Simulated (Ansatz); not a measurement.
This script makes the interaction energy of a dimer with the counterpoise correction of BFH4Si, SMILES FB[SiH3] with Ansatz 0.2.0 through its Python package.

Script `bfh4si_dimer.py`:
```python
# -*- coding: utf-8 -*-
"""Interaction energy of two BFH4Si molecules, with the counterpoise correction."""

import ansatz as az

BASIS = "def2-SVP"
LEVEL = "MP2"

FIRST = [
    ("F", (-1.0283, -1.5282, 1.2716)),
    ("B", (-0.221, -1.1004, 0.1643)),
    ("Si", (0.1269, 0.7791, -0.1705)),
    ("H", (0.3301, -1.9126, -0.5376)),
    ("H", (1.054, 0.8976, -1.3361)),
    ("H", (0.8102, 1.3716, 1.0271)),
    ("H", (-1.0716, 1.4927, -0.419)),
]
SECOND = [
    ("F", (-2.9581, -3.4011, 3.4031)),
    ("B", (-3.7145, -2.2597, 2.972)),
    ("Si", (-4.0677, -1.9281, 1.0929)),
    ("H", (-4.2203, -1.5226, 3.7824)),
    ("H", (-4.9371, -0.7192, 0.9718)),
    ("H", (-4.8166, -3.0965, 0.5218)),
    ("H", (-2.8669, -1.7472, 0.363)),
]

def energy(atoms, ghosts=()):
    molecule = az.Crystal.molecule()
    for symbol, xyz in atoms:
        molecule = molecule.atom(symbol, xyz)
    calc = (
        molecule.calculation()
        .basis(gaussian=BASIS)
        .correlation(LEVEL)
        .scf(lower_state_search="light")
    )
    deck = calc.input()
    if ghosts:
        deck = deck.set(az.key.basis.gaussian.ghost_atoms, [{"symbol": s, "position_ang": list(xyz)} for s, xyz in ghosts])
    return az.Session.from_dict(deck).plan().execute().report["free_energy_ev"]


def main():
    # monomers in their own basis and in the basis of the dimer
    both = energy(FIRST + SECOND)
    alone = energy(FIRST) + energy(SECOND)
    ghosted = energy(FIRST, SECOND) + energy(SECOND, FIRST)
    print(f"dimer {both:.6f} eV")
    print(f"interaction, uncorrected   {23.060548 * (both - alone):8.3f} kcal/mol")
    print(f"interaction, counterpoise  {23.060548 * (both - ghosted):8.3f} kcal/mol")
    print(f"basis-set superposition    {23.060548 * (alone - ghosted):8.3f} kcal/mol")


if __name__ == "__main__":
    main()
```

How large is the interaction at this pose, and how much of it is basis-set superposition?

Uncorrected it is 2.815 kcal/mol, with the counterpoise correction 5.046 kcal/mol; the difference, 2.23 kcal/mol, is the superposition error. In this basis both values are repulsive.

What the script printed:

```console
$ python bfh4si_dimer.py
dimer -22616.556673 eV
interaction, uncorrected      2.815 kcal/mol
interaction, counterpoise     5.046 kcal/mol
basis-set superposition       2.232 kcal/mol
```

Reading the output:
- These settings explore the input space; basis and method may be short of convergence.
- The dimer is a generated trial pose of unrelaxed monomers, not a minimum, so the figure is no binding energy, and the basis set is small.
- Hardware and time: 6.5 s on 1 thread of Arm Neoverse V2, with other jobs on the host, peak memory 0.31 GiB.

(A comment or docstring line of the script was reworded after the run, the code is as it ran; lines on the test bed's own set-up are left out of the output.)
